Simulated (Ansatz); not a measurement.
What does this script print? It uses the Python package of Ansatz (0.2.0).

Script `alco_xc.py`:
```python
"""One structure of AlCo under several functionals."""

import warnings

import ansatz
from tabulate import tabulate

warnings.simplefilter("ignore", ansatz.DeckWarning)

crystal = (
    ansatz.Lattice.cubic(2.8194)
    .space_group(221)
    .atom("Al", (0.0, 0.0, 0.0))
    .atom("Co", (0.5, 0.5, 0.5))
    .moments(Co=2.5)
)

calculation = (
    crystal.calculation()
    .kpoints(12)
    .occupations(ansatz.OccupationsMethod.FERMI_DIRAC, width=50 * ansatz.meV)
    .spin("collinear")
)

rows = []
for value in ["pbe", "revpbe", "blyp", "pbesol", "lda"]:
    summary = calculation.functional(value).run(threads=1, backend="cpu").report
    rows.append((value, summary["free_energy_ev"] / len(summary["lattice"]["sites"]), summary["n_iterations"], summary["magnetization_mub"], summary["n_kpoints"]))

print(tabulate(rows, headers=["functional", "F/atom (eV)", "iterations", "moment (muB)", "k-points"], floatfmt=".4f", tablefmt="simple"))
```

```console
$ python alco_xc.py
RunWarning: the starting moments were not kept: the SCF closed with an absolute magnetisation of 1.2e-6 μB, where they sum to 2.5 μB in size (1 site). That is at most 0.1 of that sum. Measured as [...]
functional      F/atom (eV)    iterations    moment (muB)    k-points
------------  -------------  ------------  --------------  ----------
pbe              -2832.4127            12         -0.0000          84
revpbe           -2835.1804            12          0.0000          84
blyp             -2837.9466            12          0.0000          84
pbesol           -2809.3882            12         -0.0000          84
lda              -2788.4951            12          0.0000          84
```
(Warnings from the package without file and line, shortened, repeats left out.)

The SCF didn't keep the moments it started from (some shrank, vanished or turned); what is printed is the state reached. BLYP can be off by several per cent in the lattices of metals, and by several GPa in the pressure at a fixed cell. The overall sign of a collinear moment is arbitrary, and semilocal functionals can give small moments to compounds that are paramagnetic. The structure comes from a database of computed cells and needn't be a stable or known phase. Total energies of different functionals can't be compared; pressures, moments and gaps at this one structure can. The script silences the warnings on its input, which a real study should read. Finished in 20 s on 1 thread of Intel(R) Xeon(R) Processor @ 2.30GHz (shared host), peak memory 0.49 GiB.
